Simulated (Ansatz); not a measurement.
# CH4Cl2Sn: the cost of one run

Program: Ansatz 0.2.0. Level of theory: RKS B3LYP-D4/def2-SVP. These are calculated values, not measurements.

**1. The starting structure**

Bond lengths: Sn1–C2 2.150 Å, C2–H3 1.110 Å, C2–H4 1.110 Å, C2–H5 1.110 Å, Sn1–Cl6 2.410 Å, Sn1–Cl7 2.408 Å, Sn1–H8 1.739 Å. Angles: Sn1–C2–H3 109.5°, Sn1–C2–H4 109.5°, Sn1–C2–H5 109.5°, H3–C2–H4 109.4°, H3–C2–H5 109.4°, H4–C2–H5 109.4°, C2–Sn1–Cl6 109.4°, C2–Sn1–Cl7 109.5°, C2–Sn1–H8 109.5°, Cl6–Sn1–Cl7 109.5°, Cl6–Sn1–H8 109.5°, Cl7–Sn1–H8 109.5°.

Structure file:

```xyz
8

Sn    0.0000    0.0000    0.0000
C     0.0000    0.0000    2.1500
H    -0.9996   -0.3092    2.5205
H     0.7676   -0.7111    2.5205
H     0.2320    1.0203    2.5205
Cl    2.2726    0.0000   -0.8025
Cl   -1.1351    1.9666   -0.8025
H    -0.8195   -1.4198   -0.5794
```

**2. Relaxing the start**

input.yaml reads:

```yaml
crystal:
  periodic: [false, false, false]
  atoms:
    - { symbol: Sn, position_ang: [0.0, 0.0, 0.0] }
    - { symbol: C, position_ang: [0.0, 0.0, 2.15] }
    - { symbol: H, position_ang: [-0.9996, -0.3092, 2.5205] }
    - { symbol: H, position_ang: [0.7676, -0.7111, 2.5205] }
    - { symbol: H, position_ang: [0.232, 1.0203, 2.5205] }
    - { symbol: Cl, position_ang: [2.2726, 0.0, -0.8025] }
    - { symbol: Cl, position_ang: [-1.1351, 1.9666, -0.8025] }
    - { symbol: H, position_ang: [-0.8195, -1.4198, -0.5794] }
basis:
  gaussian: { orbitals: def2-SVP }
hamiltonian:
  xc: b3lyp
  dispersion: d4
relax:
  f_tol: 0.02
  max_steps: 40
```

Launch:

```
ansatz run input.yaml --threads 2 --pin off --max-ram 3072MiB --backend cpu --events-out ev --progress --plain --runs-dir out
```

What time and memory should one allow on 2 threads of Arm Neoverse V1, shared host?

About 20 s, with a peak of 0.22 GiB.
